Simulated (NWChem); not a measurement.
# InNH2Cl (SMILES [NH2][In][Cl]): UPBE0/def2-SVP (core potential)

Aim: the vertical ionisation energy of InNH2Cl at UPBE0/def2-SVP (core potential), from 2 runs. 

The calculation is run with NWChem 7.3.0.

2 further runs of the same task are left out: 2 that didn't finish.

## 1. The molecule

InNH2Cl: 5 atoms, total charge 0, spin state doublet. As SMILES, `[NH2][In][Cl]`. The coordinates come from a PBE0-D4/def2-TZVP relaxation. This is one conformer, not always the lowest.

Bond lengths: N1–In2 2.072 Å, In2–Cl3 2.369 Å, N1–H4 1.015 Å, N1–H5 1.017 Å. Angles: N1–In2–Cl3 113.1°, In2–N1–H4 113.0°, In2–N1–H5 110.3°, H4–N1–H5 107.4°.

## 2. The energy at UPBE0/def2-SVP (core potential)

Contents of clh2inn.nw:

```
start clh2inn
memory total 2200 mb
charge 0

geometry units bohr noautosym nocenter noautoz
  N   -0.26947495   1.52803254  -0.93333573
  In  -0.77781127  -2.30130847  -0.28969501
  Cl   2.62955390  -4.17912932   1.92506400
  H   -1.88915921   2.42603040  -1.42995576
  H    0.40118886   2.38710204   0.64968784
end

basis spherical bse
  N library def2-SVP
  In library def2-SVP
  Cl library def2-SVP
  H library def2-SVP
end

ecp bse
  In library def2-SVP
end

dft
  xc pbe0
  mult 2
  grid xfine
  convergence energy 1e-08
  iterations 100
  mulliken
  noprint "final vectors analysis"
end

task dft energy
```

The run is started by

```console
$ nwchem clh2inn.nw > clh2inn.out
```

What it wrote:

```text
[...]
          Wavefunction type:  spin polarized.
          No. of atoms     :     5
          No. of electrons :    47
[...]
          Charge           :     0
          Spin multiplicity:     2
[...]
          AO basis - number of functions:    68
[...]
              XC Information
              --------------
                         PBE0 Method XC Functional
                     Hartree-Fock (Exact) Exchange  0.250
          PerdewBurkeErnzerhof Exchange Functional  0.750
            Perdew 1991 LDA Correlation Functional  1.000 local
           PerdewBurkeErnz. Correlation Functional  1.000 non-local
[...]
 d= 0,ls=0.0,diis     1   -705.8405821284 -8.61D+02  1.25D-02  1.14D-01     2.3
[...]
 d= 0,ls=0.0,diis    12   -705.9154469218 -1.57D-09  4.99D-07  2.53D-10    25.0
[...]
         Total DFT energy =     -705.915446921763
      One electron energy =    -1354.903722179125
           Coulomb energy =      546.730655295544
    Exchange-Corr. energy =      -52.458898896747
 Nuclear repulsion energy =      154.716518858565
[...]
      Total Density - Mulliken Population Analysis
     ---------------------------------------------
    Atom       Charge   Shell Charges
 -----------   ------   -------------------------------------------------------
    1 N    7     7.41   1.99  1.01  0.52  2.33  1.55  0.01
    2 In  21    20.54  -0.60  2.60  1.00  0.39  2.77  3.23  0.76  0.25  9.65  0.48
    3 Cl  17    17.32   2.00  1.99  1.25  0.72  5.93  2.11  3.32  0.01
    4 H    1     0.86   0.71  0.11  0.05
    5 H    1     0.86   0.71  0.11  0.05
[...]
      <S2> =      0.7569 (Exact =     0.7500)
[...]
```

Run time: 26 s. Hardware: 1 thread of Intel Xeon 6975P-C (Granite Rapids), shared host; peak memory 0.13 GiB.

## 3. The singlet cation at the same level

Contents of work.nw:

```
echo
start work
memory stack 880 mb heap 220 mb global 1100 mb
charge 1

geometry units bohr noautosym nocenter noautoz
 N     -0.26947495     1.52803254    -0.93333573
 In    -0.77781127    -2.30130847    -0.28969501
 Cl     2.62955390    -4.17912932     1.92506400
 H     -1.88915921     2.42603040    -1.42995576
 H      0.40118886     2.38710204     0.64968784
end

basis "ao basis" spherical bse
 * library def2-SVP
end

ecp bse
 In library def2-SVP
end

dft
 xc pbe0
 grid xfine
 convergence energy 1e-08
 iterations 100
 mulliken
 print low
end

task dft energy
```

The run is started by

```console
$ nwchem work.nw > work.out
```

What it wrote:

```text
[...]
 d= 0,ls=0.0,diis     1   -705.4362255932 -8.60D+02  3.92D-02  1.38D+00     1.6
[...]
 d= 0,ls=0.0,diis    13   -705.6053437193 -5.65D-10  1.94D-07  3.49D-11    17.3
         Total DFT energy =     -705.605343719346
      One electron energy =    -1343.391878703720
           Coulomb energy =      535.206730221723
    Exchange-Corr. energy =      -52.136714095915
 Nuclear repulsion energy =      154.716518858565
[...]
      Total Density - Mulliken Population Analysis
     ---------------------------------------------
    Atom       Charge   Shell Charges
 -----------   ------   -------------------------------------------------------
    1 N    7     7.28   1.99  1.04  0.51  2.30  1.44  0.01
    2 In  21    20.04  -0.60  2.60  0.98  0.14  2.77  3.24  0.66  0.13  9.68  0.46
    3 Cl  17    17.07   2.00  1.99  1.29  0.68  5.93  2.09  3.08  0.01
    4 H    1     0.80   0.69  0.07  0.05
    5 H    1     0.80   0.69  0.06  0.05
[...]
```

Run time: 18 s. Hardware: 1 thread of Intel Xeon 6975P-C (Granite Rapids), shared host; peak memory 0.13 GiB.

## 4. What came out

Level: UPBE0/def2-SVP (core potential).

| quantity | value |
| --- | --- |
| doublet InNH2Cl: total energy | -705.91545 Eh |
| doublet InNH2Cl: dipole moment | 3.36 D |
| doublet InNH2Cl: ⟨S²⟩ | 0.757 |
| singlet cation: total energy | -705.60534 Eh |
| vertical ionisation energy (to the singlet cation) | 8.438 eV |

**Reading.** Removing an electron at fixed nuclei costs 8.44 eV (195 kcal/mol). Only the singlet of the ionised species was computed; a triplet could lie lower. Mulliken charges (doublet InNH2Cl) run from -0.41 on N1 to +0.46 on In2.
